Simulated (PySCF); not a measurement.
# C4H4FNO: NMR shifts and spin-spin couplings

Aim: predict the NMR shifts and spin-spin couplings of C4H4FNO (`N#C[C@@H]1C[C@H](F)O1`).

Computed with PySCF 2.14.0, with density-fitted response routines of our own, on a single molecule in the gas phase. Atoms count from 0, in the outputs and in this text.

**1. The molecule as given**

11 atoms, charge 0, multiplicity 1; geometry from: GFN2-xTB.

Bonds of the start (Å): N0–C1 1.14, C1–C2 1.45, C2–C3 1.54, C3–C4 1.53, C4–F5 1.36, C4–O6 1.40, O6–C2 1.44, C2–H7 1.10, C3–H8 1.09, C3–H9 1.09, C4–H10 1.10.

**2. NMR shieldings: PBE0/pcSseg-1**

What the job is given:

```
{"job": {"kind": "nmr", "xc": "PBE0", "basis": "pcSseg-1"}, "charge": 0, "multiplicity": 1}
N      2.883665     0.736163     0.150349
C      1.913411     0.137877     0.085115
C      0.668671    -0.593773    -0.020180
C     -0.483834     0.173179    -0.702180
C     -1.142357     0.086239     0.675570
F     -1.278691     1.300831     1.282397
O     -0.078454    -0.646957     1.210053
H      0.866871    -1.601335    -0.405397
H     -0.990154    -0.359713    -1.500573
H     -0.242480     1.188837    -1.006113
H     -2.111224    -0.418678     0.774855
```

Method: GIAO PBE0/pcSseg-1 NMR shielding, non-relativistic, gas phase.

Log:

```text
coarse grid: 10064 points
cycle   1  E = -383.9521413036  dE =  1.196e+00  |g| = 8.090e-01  |ddm| = 3.055e+00
cycle   2  E = -383.6900188988  dE =  2.621e-01  |g| = 1.427e+00  |ddm| = 1.596e+00
cycle   3  E = -384.0647961810  dE = -3.748e-01  |g| = 2.325e-01  |ddm| = 1.112e+00
cycle   4  E = -384.0746040807  dE = -9.808e-03  |g| = 8.355e-02  |ddm| = 1.802e-01
cycle   5  E = -384.0759461679  dE = -1.342e-03  |g| = 1.864e-02  |ddm| = 6.413e-02
cycle   6  E = -384.0760114921  dE = -6.532e-05  |g| = 5.570e-03  |ddm| = 1.710e-02
cycle   7  E = -384.0760164703  dE = -4.978e-06  |g| = 1.633e-03  |ddm| = 4.419e-03
final grid: 100128 points
cycle   8  E = -384.1353876142  dE = -2.365e-05  |g| = 1.161e-02  |ddm| = 2.515e-02
cycle   9  E = -384.1353539336  dE =  3.368e-05  |g| = 1.821e-02  |ddm| = 1.887e-02
cycle  10  E = -384.1354114789  dE = -5.755e-05  |g| = 1.075e-03  |ddm| = 1.193e-02
cycle  11  E = -384.1354117182  dE = -2.392e-07  |g| = 3.063e-04  |ddm| = 1.003e-03
cycle  12  E = -384.1354117292  dE = -1.103e-08  |g| = 1.807e-04  |ddm| = 3.015e-04
cycle  13  E = -384.1354117347  dE = -5.493e-09  |g| = 6.300e-05  |ddm| = 1.399e-04
cycle  14  E = -384.1354117355  dE = -7.697e-10  |g| = 1.755e-05  |ddm| = 4.485e-05
converged SCF energy = -384.1354117355

GIAO shielding tensors (ppm)
atom      isotropic    diamagn.    paramagn.     s11        s22        s33       span
  0 N      -48.608     338.907    -387.515   -215.064   -188.896    258.136    473.200
  1 C       64.906     260.382    -195.476    -53.994    -47.658    296.370    350.363
  2 C      124.413     247.434    -123.021    100.091    108.676    164.473     64.382
  3 C      147.438     249.477    -102.039    126.830    142.613    172.872     46.042
  4 C       71.450     241.006    -169.556     48.242     75.111     90.997     42.755
  5 F      282.625     471.903    -189.278    197.449    301.211    349.214    151.765
  6 O      215.072     396.595    -181.523    155.022    221.350    268.844    113.822
  7 H       26.734      27.883      -1.149     22.966     26.979     30.257      7.291
  8 H       28.462      29.498      -1.035     26.043     26.818     32.525      6.483
  9 H       28.781      29.563      -0.782     26.448     27.539     32.355      5.908
 10 H       25.568      27.829      -2.260     21.170     26.306     29.229      8.059
```

Run time: 12 s. Hardware: 1 thread, shared host.

The references, computed at this level on geometries of the same kind, shield at (ppm): 1H TMS 31.72, 13C TMS 186.9, 19F CFCl3 170.9, 15N NH3 267.7, 17O H2O 336.1. Their shielding less the atom's gives the shift. The references are single molecules in the gas phase, so shifts against H2O, NH3, PH3, H3PO4 or CFCl3 are not on the usual liquid scales and can be off by tens of ppm.

```tsv
atoms	environment	σ (ppm)	δ (ppm)	δ scaled to CDCl3
C1	nitrile carbon	64.9	122.0	117.2
C4	sp3 CH bonded to F and O	71.4	115.5	110.8
C2	sp3 CH bonded to O, α to a nitrile	124.4	62.5	59.1
C3	sp3 CH2 in a ring	147.4	39.5	36.6
H10	hydrogen on an sp3 CH bonded to F and O	25.57	6.15	5.90
H7	hydrogen on an sp3 CH bonded to O, α to a nitrile	26.73	4.98	4.80
H8	hydrogen on an sp3 CH2 in a ring	28.46	3.25	3.17
H9	hydrogen on an sp3 CH2 in a ring	28.78	2.94	2.87
N0	nitrile nitrogen	-48.6	316.3	–
F5	fluorine on an sp3 carbon	282.6	-111.7	–
O6	ether oxygen	215.1	121.0	–
```

The scaled column applies a straight-line fit of computed shieldings to shifts measured in CDCl3, and one for carbons that bear F (root-mean-square error 0.16 ppm for H, 1.9 ppm for C).

Charges from the same density, by scheme (e):

```tsv
atoms	Mulliken	IAO	Hirshfeld	ESP fit
N0	-0.23	-0.21	-0.20	-0.41
C1	0.15	0.13	0.08	0.27
C2	0.04	0.06	0.07	0.41
C3	-0.26	-0.31	-0.07	-0.62
C4	0.45	0.37	0.13	0.64
F5	-0.30	-0.31	-0.11	-0.27
O6	-0.45	-0.39	-0.15	-0.47
```

Mayer bond orders: N0–C1 3.04, C1–C2 0.94, C2–C3 1.02, C3–C4 1.01, C4–F5 0.95, C4–O6 0.99, O6–C2 0.93.

Ring of atoms C2, C3, C4, O6: NICS(0) -0.9, NICS(1) 0.2, NICS(1)zz 3.4 ppm (means of both faces).

The two faces differ (NICS(1)zz 0.7 and 6.2 ppm).

**3. J couplings: B3LYP/pcJ-1**

The job, as its differences from that of step 2:

```diff
@@ -1,2 +1,2 @@
-{"job": {"kind": "nmr", "xc": "PBE0", "basis": "pcSseg-1"}, "charge": 0, "multiplicity": 1}
+{"job": {"kind": "j", "xc": "B3LYP", "basis": "pcJ-1"}, "charge": 0, "multiplicity": 1}
 N      2.883665     0.736163     0.150349
```

With the program's defaults for keys left out, this is: B3LYP/pcJ-1 indirect spin-spin coupling, non-relativistic, gas phase.

Log:

```text
coarse grid: 10064 points
cycle   1  E = -384.3920521414  dE =  1.127e+00  |g| = 8.769e-01  |ddm| = 2.931e+00
cycle   2  E = -384.0408886582  dE =  3.512e-01  |g| = 1.627e+00  |ddm| = 1.758e+00
cycle   3  E = -384.5147068082  dE = -4.738e-01  |g| = 2.724e-01  |ddm| = 1.241e+00
cycle   4  E = -384.5273564222  dE = -1.265e-02  |g| = 1.139e-01  |ddm| = 2.130e-01
cycle   5  E = -384.5297952650  dE = -2.439e-03  |g| = 2.733e-02  |ddm| = 8.419e-02
cycle   6  E = -384.5299332749  dE = -1.380e-04  |g| = 7.561e-03  |ddm| = 2.268e-02
cycle   7  E = -384.5299416634  dE = -8.388e-06  |g| = 2.361e-03  |ddm| = 5.827e-03
final grid: 100128 points
cycle   8  E = -384.5998465545  dE = -1.482e-04  |g| = 7.596e-03  |ddm| = 1.887e-02
cycle   9  E = -384.5998321862  dE =  1.437e-05  |g| = 1.169e-02  |ddm| = 1.079e-02
cycle  10  E = -384.5998550050  dE = -2.282e-05  |g| = 1.053e-03  |ddm| = 7.555e-03
cycle  11  E = -384.5998551223  dE = -1.173e-07  |g| = 6.676e-04  |ddm| = 1.234e-03
cycle  12  E = -384.5998552072  dE = -8.492e-08  |g| = 1.762e-04  |ddm| = 4.905e-04
cycle  13  E = -384.5998552124  dE = -5.119e-09  |g| = 5.366e-05  |ddm| = 1.321e-04
cycle  14  E = -384.5998552129  dE = -4.986e-10  |g| = 2.291e-05  |ddm| = 4.145e-05
converged SCF energy = -384.5998552129

Indirect spin-spin couplings (Hz)
  i      j    bonds     total        FC       PSO       DSO        SD
  0 N    1 C    1    -21.037   -14.469     0.001    -0.007    -6.562
  0 N    2 C    2      2.979     2.902     0.116     0.057    -0.096
  0 N    3 C    3     -0.724    -0.626    -0.135     0.027     0.010
  0 N    5 F    5      0.234    -0.032     0.263     0.057    -0.054
  0 N    6 O    3      0.081     0.315    -0.199    -0.016    -0.020
  0 N    7 H    3     -1.603    -1.250    -0.543     0.200    -0.011
  1 C    2 C    1     78.110    79.561    -1.767     0.316         -
  1 C    3 C    2     -2.121    -1.997    -0.175     0.051         -
  1 C    4 C    3      1.016     0.980     0.051    -0.015         -
  1 C    5 F    4     -0.203    -0.269     0.154    -0.009    -0.079
  1 C    6 O    2     -3.694    -4.227     0.560    -0.026         -
  1 C    7 H    2     -1.851    -1.817    -0.070     0.036         -
  1 C    8 H    3      5.088     5.062     0.286    -0.260         -
  1 C    9 H    3      6.313     6.209    -0.200     0.303         -
  1 C   10 H    4      1.645     1.630     0.421    -0.406         -
  2 C    3 C    1     29.036    27.757     1.002     0.277         -
  2 C    4 C    2     -8.616    -8.232    -0.477     0.092         -
  2 C    5 F    3     -4.621    -2.686    -1.524    -0.244    -0.167
  2 C    6 O    1     17.387    20.436    -2.901    -0.147         -
  2 C    7 H    1    169.641   168.909    -0.452     1.184         -
  2 C    8 H    2     -1.873    -2.022     0.212    -0.063         -
  2 C    9 H    2     -4.351    -4.536     0.226    -0.041         -
  2 C   10 H    3      4.959     5.053     0.329    -0.424         -
  3 C    4 C    1     35.416    34.884     0.227     0.306         -
  3 C    5 F    2     26.573    23.113     1.331    -0.042     2.171
  3 C    6 O    2     -5.182    -5.157    -0.020    -0.005         -
  3 C    7 H    2     -3.332    -3.500     0.305    -0.136         -
  3 C    8 H    1    147.330   145.929     0.492     0.910         -
  3 C    9 H    1    151.725   150.471     0.273     0.982         -
  3 C   10 H    2      3.807     3.784     0.206    -0.182         -
  4 C    5 F    1   -312.428  -317.399    -9.630     0.972    13.629
  4 C    6 O    1     21.817    20.194     1.784    -0.161         -
  4 C    7 H    3      4.141     4.317     0.160    -0.337         -
  4 C    8 H    2     -0.419    -0.556     0.133     0.003         -
  4 C    9 H    2     -6.599    -6.867     0.252     0.016         -
  4 C   10 H    1    192.342   191.948    -0.999     1.393         -
  5 F    6 O    2    -50.077   -16.634   -22.769     0.045   -10.720
  5 F    7 H    4     10.373    11.039     1.343    -2.011     0.002
  5 F    8 H    3     18.688    19.223     1.280    -1.696    -0.119
  5 F    9 H    3     17.308    17.360    -0.056     0.431    -0.428
  5 F   10 H    2     76.642    79.975     1.266    -0.957    -3.643
  6 O    7 H    2     -7.719    -6.963    -0.824     0.069         -
  6 O    8 H    3     -0.843    -0.811    -0.269     0.237         -
  6 O    9 H    3      0.182     0.176    -0.240     0.245         -
  6 O   10 H    2    -11.005   -11.146     0.043     0.098         -
  7 H    8 H    3      8.661     8.663    -0.182     0.180         -
  7 H    9 H    3      5.138     5.194     2.157    -2.212         -
  7 H   10 H    4     -0.392    -0.287     1.121    -1.226         -
  8 H    9 H    2    -13.619   -13.772     2.503    -2.350         -
  8 H   10 H    3      5.091     5.092    -0.051     0.050         -
  9 H   10 H    3      2.541     2.619     2.136    -2.214         -
```

Run time: 34 s. Hardware: 1 thread, shared host.

A choice of the couplings up to four bonds, sorted by the number of bonds; isotopes 13C, 19F, 1H, 15N, 17O:

```tsv
pair	bonds	J (Hz)	Fermi contact (Hz)	dihedral (°)
C4–F5	1	-312.4	-317.4	–
C4–H10	1	192.3	191.9	–
C2–H7	1	169.6	168.9	–
C3–H9	1	151.7	150.5	–
C3–H8	1	147.3	145.9	–
C1–C2	1	78.1	79.6	–
C3–C4	1	35.4	34.9	–
C2–C3	1	29.0	27.8	–
C4–O6	1	21.8	20.2	–
F5–H10	2	76.6	80.0	–
F5–O6	2	-50.1	-16.6	–
C3–F5	2	26.6	23.1	–
H8–H9	2	-13.6	-13.8	–
O6–H10	2	-11.0	-11.1	–
C2–C4	2	-8.6	-8.2	–
O6–H7	2	-7.7	-7.0	–
C4–H9	2	-6.6	-6.9	–
C3–O6	2	-5.2	-5.2	–
F5–H8	3	18.7	19.2	-131
F5–H9	3	17.3	17.4	-1
H7–H8	3	8.7	8.7	0
C1–H9	3	6.3	6.2	-2
H7–H9	3	5.1	5.2	-131
H8–H10	3	5.1	5.1	-5
C1–H8	3	5.1	5.1	130
C2–H10	3	5.0	5.1	–
C2–F5	3	-4.6	-2.7	–
F5–H7	4	10.4	11.0	–
C1–H10	4	1.6	1.6	–
```

The spin-dipole term was solved for some atoms only; pairs without it lack that part.

The response was solved for the nuclei of C, F, H, N alone, so couplings that need other nuclei can be missing.

Quadrupole couplings from the field gradients of the same density:

```tsv
atom	isotope	eQq/h (MHz)	η
O6	17O	10.9	1.00
N0	14N	-4.903	0.15
```

Shifts (PBE0/pcSseg-1, scaled to CDCl3) and these couplings together give the proton spectrum at 300 MHz below. H–H couplings in it are scaled by factors fitted to measured ones, so they differ from the table.

1H NMR δ 5.90 (m, 1H), 4.80 (m, 1H), 3.17 (m, 1H), 2.87 (m, 1H).

**4. Outcome**

| quantity | value |
| --- | --- |
| 13C shifts against TMS (PBE0/pcSseg-1) | 122.0, 115.5, 62.5, 39.5 ppm |
| 1H shifts against TMS (PBE0/pcSseg-1) | 6.15, 4.98, 3.25, 2.94 ppm |
| 15N shifts against NH3 (PBE0/pcSseg-1) | 316.3 ppm |
| 19F shifts against CFCl3 (PBE0/pcSseg-1) | -111.7 ppm |
| 17O shifts against H2O (PBE0/pcSseg-1) | 121.0 ppm |
| largest coupling of the table (B3LYP/pcJ-1) | 1J(C,F) C4–F5, -312.4 Hz |

**Reading.** The most deshielded carbon is C1 (nitrile carbon), at 122.0 ppm: C≡N carbons fall here, among the sp2 signals but without a proton. H10 (hydrogen on an sp3 CH bonded to F and O) lies farthest downfield among hydrogen, at 6.15 ppm; its carbon carries F and O, an electronegative neighbour. At PBE0/pcSseg-1: The largest span, 473 ppm, is at N0, where the paramagnetic term is -388 ppm. Of the pairs tabulated at B3LYP/pcJ-1, C4–F5 couples most strongly (-312.4 Hz; Fermi contact -317.4 Hz). Couplings across rotatable bonds belong to this one conformer; where others are populated, the observed values are averages.
